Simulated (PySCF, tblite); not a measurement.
# C7H9BGe: geometry, infrared bands and NMR shifts

Aim: predict the infrared bands and NMR shifts of C7H9BGe (`C#[C][GeH]([BH]C1CC1)[C]#C`).

Programs: tblite 0.8.0 and PySCF 2.14.0, with density-fitted response routines of our own. Each step states its level of theory. These are calculated values for one molecule in the gas phase, unless marked as measured. Atoms are numbered from 0 throughout.

## 1. The molecule as given

18 atoms, charge 0, multiplicity 1; geometry from: force field or distance geometry start.

Bonds of the start (Å): C0–C1 1.21, C1–Ge2 1.89, Ge2–B3 1.99, B3–C4 1.58, C4–C5 1.49, C5–C6 1.52, Ge2–C7 1.89, C7–C8 1.21, C6–C4 1.53, C0–H9 1.07, Ge2–H10 1.57, B3–H11 1.18, C4–H12 1.12, C5–H13 1.13, C5–H14 1.09, C6–H15 1.10, C6–H16 1.12, C8–H17 1.08.

## 2. Optimising the geometry with GFN2-xTB

What the job is given:

```
{"job": {"kind": "relax", "xc": "GFN2-xTB", "basis": "xTB"}, "charge": 0, "multiplicity": 1}
C     -3.572400     2.053700    -0.158200
C     -2.650500     1.380700    -0.560400
Ge    -1.183800     0.353000    -1.153200
B      0.535900     0.988500    -0.389900
C      1.244300     0.414100     0.904600
C      1.719600    -0.998200     0.983100
C      2.717900     0.090400     0.645900
C     -1.508400    -1.486000    -0.835300
C     -1.729000    -2.663700    -0.646000
H     -4.383500     2.655400     0.195500
H     -1.079400     0.564000    -2.708400
H      1.015100     1.956800    -0.861300
H      1.119500     1.016200     1.841900
H      1.891000    -1.418600     2.012700
H      1.320800    -1.656000     0.204500
H      3.000900     0.079000    -0.419100
H      3.467600     0.388400     1.418600
H     -1.934500    -3.711500    -0.486600
```

Run with:

```
> OMP_NUM_THREADS=1 python probes_run.py task.json out
```

One launch serves the whole session: the jobs run in the order shown.

**Question.** This job is followed by: GFN2-xTB harmonic vibrations, gas phase; GIAO PBE0/pcSseg-1 NMR shielding, non-relativistic, gas phase. What will the session give for the following? strongest single infrared mode (GFN2-xTB); zero-point energy (GFN2-xTB); ¹³C shifts against TMS (PBE0/pcSseg-1, means over atoms taken as alike); ¹H shifts against TMS (PBE0/pcSseg-1, means over atoms taken as alike); ⁷³Ge shifts against GeMe4 (PBE0/pcSseg-1); ¹¹B shifts against BF3·OEt2 (PBE0/pcSseg-1).

As calculated:

```
                                                               quantity                                   value
                              strongest single infrared mode (GFN2-xTB)                   1876 cm⁻¹, 510 km/mol
                                           zero-point energy (GFN2-xTB)                           79.7 kcal/mol
¹³C shifts against TMS (PBE0/pcSseg-1, means over atoms taken as alike)             102.2, 87.4, 27.6, 18.6 ppm
 ¹H shifts against TMS (PBE0/pcSseg-1, means over atoms taken as alike)  9.11, 4.77, 1.88, 1.86, 1.77, 1.56 ppm
                              ⁷³Ge shifts against GeMe4 (PBE0/pcSseg-1)                                -255 ppm
                            ¹¹B shifts against BF3·OEt2 (PBE0/pcSseg-1)                                98.4 ppm
```

What this shows: Relaxing lowered the energy by 0.709 eV in 138 steps; the close pair that moved most is B3–C4, from 1.584 to 1.527 Å. All 48 modes are real, so the xTB geometry is a minimum. The strongest single mode, at 1876 cm⁻¹, moves mainly H10. Unscaled tight-binding wavenumbers are off by several per cent, some by more. Its intensities can rank the bands wrongly. At PBE0/pcSseg-1: Shielding is most anisotropic at C1, C7 (span 295 ppm, paramagnetic term -169 ppm). Spin-orbit coupling is left out, which matters for shieldings and couplings at and beside the heavy atoms.
